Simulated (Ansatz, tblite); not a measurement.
**C₁₉H₃₃ClOSi: rung by rung**

The task here is to estimate one member of a computed series from the others.

Method: as each input shows; program: Ansatz 0.2.0, Gaussian basis.

Plan: GFN1-xTB, GFN2-xTB, PBE-D4/def2-TZVP, r2SCAN-D4/def2-TZVP, ωB97M-V/def2-TZVP, CAM-B3LYP-D4/def2-TZVP, B97M-V/def2-TZVP, PBE-D4/def2-SVP, PBE0-D4/def2-SVP, HF/6-31G, B3LYP-D4/6-31G, MP2/def2-SVP, RPA/def2-SVP.

## The relaxed structure

The singlet was relaxed beforehand with PBE-D4/def2-SVP.

SMILES `C[Si](C)(Cl)CCCCCCCCCCCOc1ccccc1`, 55 atoms, charge 0, spin multiplicity 1.

Bond lengths: C1–Si2 1.882 Å, C1–H23 1.109 Å, C1–H24 1.110 Å, C1–H25 1.109 Å, Si2–C3 1.883 Å, Si2–Cl4 2.113 Å, Si2–C5 1.889 Å, C3–H26 1.110 Å, C3–H27 1.108 Å, C3–H28 1.108 Å, C5–C6 1.535 Å, C5–H29 1.115 Å, C5–H30 1.113 Å, C6–C7 1.533 Å, C6–H31 1.112 Å, C6–H32 1.114 Å, C7–C8 1.536 Å, C7–H33 1.113 Å and more. Angles: Si2–C1–H23 110.9°, Si2–C1–H24 110.4°, Si2–C1–H25 111.0°, H23–C1–H24 108.2°, H23–C1–H25 108.1°, H24–C1–H25 108.1°, C1–Si2–C3 111.5°, C1–Si2–Cl4 107.5°, C1–Si2–C5 111.4°, C3–Si2–Cl4 107.2°, C3–Si2–C5 112.1°, Cl4–Si2–C5 106.8°, Si2–C3–H26 110.4°, Si2–C3–H27 110.9°, Si2–C3–H28 111.1°, H26–C3–H27 108.2°, H26–C3–H28 108.2°, H27–C3–H28 108.0° and more.

PBE0-D4/def2-TZVP was run before; its log isn't repeated, and its numbers join the tables.

Set-up of the first run:

Tight binding, by tblite at 300 K electronic temperature and without a spin-polarisation term:

```python
tblite.interface.Calculator('GFN1-xTB', numbers, positions, charge=0, uhf=0).singlepoint()
```

Tight binding, by tblite at 300 K electronic temperature and without a spin-polarisation term:

```python
tblite.interface.Calculator('GFN2-xTB', numbers, positions, charge=0, uhf=0).singlepoint()
```

start.molden holds the orbitals of an earlier run on this state, given as this run's starting guess.

in.yaml reads:

```yaml
crystal:
  periodic: [false, false, false]
  atoms:
    - {symbol: C, position_ang: [-7.479473, 1.926126, 0.764637]}
    - {symbol: Si, position_ang: [-5.789391, 1.804046, -0.053529]}
    - {symbol: C, position_ang: [-5.653471, 2.959982, -1.533497]}
    - {symbol: Cl, position_ang: [-4.351323, 2.429606, 1.362700]}
    - {symbol: C, position_ang: [-5.370047, 0.018057, -0.505126]}
    - {symbol: C, position_ang: [-3.957827, -0.198446, -1.067445]}
    - {symbol: C, position_ang: [-3.628796, -1.668980, -1.348862]}
    - {symbol: C, position_ang: [-2.237572, -1.905002, -1.956083]}
    - {symbol: C, position_ang: [-1.049342, -1.402178, -1.120823]}
    - {symbol: C, position_ang: [-0.947300, -2.022564, 0.277460]}
    - {symbol: C, position_ang: [0.244065, -1.528013, 1.109606]}
    - {symbol: C, position_ang: [1.620581, -1.920571, 0.557084]}
    - {symbol: C, position_ang: [2.800153, -1.556521, 1.467194]}
    - {symbol: C, position_ang: [3.001820, -0.050918, 1.671732]}
    - {symbol: C, position_ang: [4.253163, 0.283321, 2.484289]}
    - {symbol: O, position_ang: [5.453489, -0.219133, 1.898003]}
    - {symbol: C, position_ang: [6.014298, 0.431568, 0.838639]}
    - {symbol: C, position_ang: [7.130733, -0.206051, 0.253903]}
    - {symbol: C, position_ang: [7.795212, 0.385048, -0.824577]}
    - {symbol: C, position_ang: [7.362864, 1.619657, -1.341739]}
    - {symbol: C, position_ang: [6.254445, 2.250292, -0.761046]}
    - {symbol: C, position_ang: [5.573869, 1.668410, 0.321929]}
    - {symbol: H, position_ang: [-7.531486, 1.280252, 1.664134]}
    - {symbol: H, position_ang: [-8.275118, 1.603779, 0.060827]}
    - {symbol: H, position_ang: [-7.695884, 2.967776, 1.076178]}
    - {symbol: H, position_ang: [-6.383708, 2.671336, -2.318122]}
    - {symbol: H, position_ang: [-5.860510, 4.007761, -1.237017]}
    - {symbol: H, position_ang: [-4.637919, 2.924087, -1.975672]}
    - {symbol: H, position_ang: [-6.139608, -0.335455, -1.230153]}
    - {symbol: H, position_ang: [-5.515286, -0.599045, 0.410032]}
    - {symbol: H, position_ang: [-3.221105, 0.222657, -0.349468]}
    - {symbol: H, position_ang: [-3.829412, 0.388763, -2.005208]}
    - {symbol: H, position_ang: [-3.736672, -2.248547, -0.404651]}
    - {symbol: H, position_ang: [-4.396127, -2.086952, -2.037673]}
    - {symbol: H, position_ang: [-2.196786, -1.422711, -2.958114]}
    - {symbol: H, position_ang: [-2.111176, -2.994753, -2.142107]}
    - {symbol: H, position_ang: [-1.097084, -0.294337, -1.021372]}
    - {symbol: H, position_ang: [-0.116080, -1.606038, -1.688239]}
    - {symbol: H, position_ang: [-1.881276, -1.812087, 0.842168]}
    - {symbol: H, position_ang: [-0.896176, -3.131969, 0.183179]}
    - {symbol: H, position_ang: [0.151575, -1.927755, 2.144427]}
    - {symbol: H, position_ang: [0.175448, -0.421348, 1.208389]}
    - {symbol: H, position_ang: [1.631925, -3.018708, 0.376894]}
    - {symbol: H, position_ang: [1.778934, -1.451425, -0.439677]}
    - {symbol: H, position_ang: [3.735720, -1.979613, 1.044200]}
    - {symbol: H, position_ang: [2.668215, -2.045233, 2.460173]}
    - {symbol: H, position_ang: [3.051836, 0.454391, 0.682202]}
    - {symbol: H, position_ang: [2.132733, 0.396739, 2.201037]}
    - {symbol: H, position_ang: [4.202617, -0.210566, 3.476861]}
    - {symbol: H, position_ang: [4.336146, 1.378478, 2.667248]}
    - {symbol: H, position_ang: [7.455691, -1.169003, 0.674312]}
    - {symbol: H, position_ang: [8.666003, -0.123666, -1.266282]}
    - {symbol: H, position_ang: [7.885787, 2.082578, -2.191467]}
    - {symbol: H, position_ang: [5.901392, 3.216102, -1.154835]}
    - {symbol: H, position_ang: [4.707219, 2.186784, 0.753352]}
basis:
  gaussian: {orbitals: def2-TZVP, fitting: {mean_field: def2-universal-jkfit}, initial_orbitals: start.molden}
hamiltonian: {xc: pbe, dispersion: d4}
scf: {omitted_lower_state_checks: [starts]}
output: {orbitals: {seedname: orbitals}}
```

Command:

```sh
ansatz run in.yaml --threads 2 --pin off --events-out ev --progress --plain --max-ram 32768MiB --backend cuda --devices 0, --max-vram 18GiB
```

Steps of the session up to this table: PBE-D4/def2-TZVP; r2SCAN-D4/def2-TZVP; ωB97M-V/def2-TZVP; CAM-B3LYP-D4/def2-TZVP; B97M-V/def2-TZVP; PBE-D4/def2-SVP; PBE0-D4/def2-SVP; HF/6-31G; B3LYP-D4/6-31G; MP2/def2-SVP; RPA/def2-SVP.

One of the session's tables, all rows but one given; the rest of the session is left out.

It belongs to the step «Binding energy». 

| level | binding an atom (eV) |
| --- | --- |
| HF/6-31G | 3.109 |
| HF/def2-SVP | 3.333 |
| PBE-D4/def2-SVP | 4.515 |
| PBE-D4/def2-TZVP | 4.465 |
| r2SCAN-D4/def2-TZVP | ? |
| B97M-V/def2-TZVP | 4.365 |
| B3LYP-D4/6-31G | 4.275 |
| PBE0-D4/def2-SVP | 4.457 |
| PBE0-D4/def2-TZVP | 4.405 |
| CAM-B3LYP-D4/def2-TZVP | 4.375 |
| ωB97M-V/def2-TZVP | 4.370 |
| MP2/def2-SVP | 4.250 |

Estimate the missing values for r2SCAN-D4/def2-TZVP.

**Answer.** binding an atom (eV): 4.378. In the column «binding an atom (eV)» it lies between CAM-B3LYP-D4/def2-TZVP (4.375) and PBE0-D4/def2-TZVP (4.405).

Caveats from the session: Free atoms were run apart at each level; binding is atoms less cluster, divided by the number of atoms, without zero-point or spin-orbit terms.
